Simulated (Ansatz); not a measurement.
# BI3: one species, many methods

An exercise on one series of results from a longer session: the logs are not shown, and one member is left open.

Program: Ansatz 0.2.0, Gaussian basis. Level of theory: functionals in def2-TZVPP, the program's frozen cores in correlated methods. These are calculated values, not measurements.

The runs, in order: LDA (SPW92), PBE-D4, revPBE-D4, BLYP-D4, r2SCAN-D4, B97M-V, PBE0-D4, B3LYP-D4, r2SCANh-D4, r2SCAN0-D4, HSE06-D4, BHLYP-D4, CAM-B3LYP-D4, LC-ωPBE, ωB97X-V, ωB97M-V, B2PLYP, PBE-QIDH; CCSD(T)/def2-SVP; CCSD(T)/def2-TZVPP; MP2/def2-QZVPP; extrapolation to the limit; RPA on PBE.

## The geometry

The geometry comes from an earlier relaxation with PBE0-D4 in a triple-zeta def2 set; it is a stationary point. I takes the def2 core potential; no spin-orbit term is included.

4 atoms, charge 0, spin multiplicity 1.

Atoms are counted from 1 here; the program's logs count them from 0.

Bond lengths: I1–B2 2.110 Å, B2–I3 2.110 Å, B2–I4 2.110 Å. Angles: I1–B2–I3 120.0°, I1–B2–I4 120.0°, I3–B2–I4 120.0°.

The first run:

Input file in.yaml:

```yaml
crystal:
  periodic: [false, false, false]
  atoms:
    - {symbol: I, position_ang: [-1.308549, -0.295243, 1.615582]}
    - {symbol: B, position_ang: [0.013880, -0.015065, -0.005073]}
    - {symbol: I, position_ang: [1.876796, -1.006290, -0.030287]}
    - {symbol: I, position_ang: [-0.526527, 1.256298, -1.600523]}
basis:
  gaussian: {orbitals: def2-TZVPP}
hamiltonian: {xc: lda}
output: {orbitals: {seedname: orbitals}}
```

Steps of the session up to this table: LDA; PBE-D4 (GGA); revPBE-D4 (GGA); BLYP-D4 (GGA); r2SCAN-D4 (meta-GGA); B97M-V (meta-GGA); PBE0-D4 (hybrid); B3LYP-D4 (hybrid); r2SCANh-D4 (hybrid); r2SCAN0-D4 (hybrid); HSE06-D4 (hybrid); BHLYP-D4 (hybrid); CAM-B3LYP-D4 (range-separated); LC-ωPBE-D4 (range-separated; the results give it without D4); ωB97X-V (range-separated); ωB97M-V (range-separated); B2PLYP (double hybrid); PBE-QIDH (double hybrid).

One table of the session follows, with a row left open; its other results are not shown here.

It belongs to the step «Frontier levels by functional». 

| functional | HOMO (eV) | LUMO (eV) | gap (eV) |
| --- | --- | --- | --- |
| LDA (SPW92) | -6.42 | -3.45 | 2.97 |
| PBE-D4 | -6.25 | -3.23 | 3.02 |
| revPBE-D4 | -6.20 | -3.15 | 3.06 |
| BLYP-D4 | -6.06 | -3.02 | 3.03 |
| r2SCAN-D4 | -6.55 | -3.09 | 3.46 |
| B97M-V | ? | ? | ? |
| PBE0-D4 | -7.38 | -2.51 | 4.87 |
| B3LYP-D4 | -7.12 | -2.61 | 4.51 |
| r2SCANh-D4 | -6.96 | -2.82 | 4.13 |
| r2SCAN0-D4 | -7.57 | -2.43 | 5.14 |
| HSE06-D4 | -6.99 | -2.88 | 4.12 |
| BHLYP-D4 | -8.32 | -1.54 | 6.78 |
| CAM-B3LYP-D4 | -8.59 | -1.43 | 7.16 |
| LC-ωPBE | -9.94 | -0.52 | 9.42 |
| ωB97X-V | -9.60 | -0.52 | 9.08 |
| ωB97M-V | -9.47 | -0.63 | 8.84 |

Estimate the missing values for B97M-V.

As computed: HOMO (eV): -6.53; LUMO (eV): -2.95; gap (eV): 3.58. In the column «HOMO (eV)» it lies between r2SCAN-D4 (-6.55) and LDA (SPW92) (-6.42).
